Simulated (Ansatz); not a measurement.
The system is CsLiCr2Te2S3.

```
Cs Li Cr Te S
1.0
     3.60358    0.00000    0.00000
    -1.80179    3.12079    0.00000
     0.00000    0.00000   19.06651
Cs Li Cr Te S
1 1 2 2 3
Direct
  0.00000 0.00000 0.37399
  0.66667 0.33333 0.01607
  0.00000 0.00000 0.86637
  0.33333 0.66667 0.16833
  0.33333 0.66667 0.53891
  0.66667 0.33333 0.77276
  0.00000 0.00000 0.10030
  0.33333 0.66667 0.92920
  0.66667 0.33333 0.23408
```

The cell was built by a generator and needn't be a form met in nature.

Base run:

| Item | Value |
| --- | --- |
| Program | Ansatz 0.2.0 |
| Functional | revPBE |
| Potentials or basis | Ansatz PAW |
| Cutoff | 420 eV |
| Density cutoff | 1680 eV |
| k mesh | 9 × 9 × 2 |
| Occupations | fermi-dirac, width 0.05 eV |
| Spin | collinear spin, ferromagnetic start |
| Starting moments | [0.0, 0.0, 3.0, 3.0, 0.0, 0.0, 0.0, 0.0, 0.0] μB |

Its results: band gap on the k mesh none (metal or under the smearing width); pressure 1.6 GPa; net moment 5.65 μB per cell; site moments Cs +0.00; Li -0.01; Cr +2.61, +2.75; Te -0.01, -0.15; S -0.05, -0.07, -0.06 μB; largest force 0.088 eV/Å.

Problem. After a change of settings the same cell gave: band gap on the k mesh none (metal or under the smearing width); pressure -4.9 GPa; net moment 5.63 μB per cell; site moments Cs +0.00; Li -0.00; Cr +2.53, +2.72; Te -0.01, -0.13; S -0.04, -0.05 μB; largest force 0.568 eV/Å. Which change was it?
A. functional from revPBE to PBE; hubbard terms from none to Cr d U = 4 eV; hubbard projectors from none to ortho-atomic (the default)
B. functional from revPBE to LDA
C. functional from revPBE to PBE; potentials or basis from Ansatz PAW to SPMS NC; cutoff from 420 eV to 871 eV; density cutoff from 1680 eV to 3483 eV
D. functional from revPBE to RPBE

Solution. B.

LDA binds more tightly than revPBE, so the same cell stands under less pressure.

Caveats: only a ferromagnetic start was run, and an antiferromagnetic order may lie lower in energy; the PAW data sets come from PBE, with cores solved anew for the run's functional, which leaves a small shift of forces and pressure; the potentials were made for another functional, which shifts forces and pressure (some runs).

Not every run made on this cell is shown here.
